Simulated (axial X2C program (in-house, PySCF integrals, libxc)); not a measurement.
# A two-component session on TlAs⁺: EOM-IP-CCSD levels

Wanted for TlAs⁺: EOM-IP-CCSD levels, at the two-component level.

Method: two-component X2C with atomic mean-field terms, Tl dyall-cv3z, As dyall-cv3z; program: an in-house X2C program for linear molecules on PySCF integrals.

All values are calculated.

### Step 1. Set-up

Contents of task.json:

```json
{
 "zs": [
  81,
  33
 ],
 "q": 1,
 "bas": [
  "dyall-cv3z",
  "dyall-cv3z"
 ],
 "r0": 2.65,
 "eom": "ip",
 "rq": 0,
 "thr": -2.0,
 "nmax": 95,
 "grid": [
  1,
  0.96,
  1.045,
  0.92,
  1.09,
  1.15
 ]
}
```

Keys: zs atomic numbers; q charge; bas basis sets; r0 starting distance in Å; eom kind of EOM run; thr threshold in hartree for freezing inner shells (an s shell follows its p shell); nmax most natural virtual spinors; grid distances as factors.

Command:

```
$ python soeom.py task.json out
```

After this run come: EOM-IP-CCSD at 2.794 Å.

Q: Predict the outcome of this session. Wanted: next root led by one particle; T1 of the reference.

The runs gave:

| quantity | value |
| --- | --- |
| lowest root at 2.794 Å | Ω = 1/2, 7.273 eV |
| next root led by one particle | Ω = 1/2, about 5770 cm⁻¹ higher |
| T1 of the reference | 0.013 |

In words: Removing an electron from the reference determinant of TlAs costs 7.27 eV and empties a spinor of 58% As pσ, 28% Tl pσ, 8% Tl sσ. The closed-shell reference lies 0.67 eV above the lowest determinant found, so these energies count from an excited configuration. Errors of 0.1 to 0.3 eV are usual at this size, and roots led by higher excitations are left out, so the list is incomplete, and low states of that kind can be missing. T1 or the largest double amplitude of the reference is raised, which lowers the reliability.
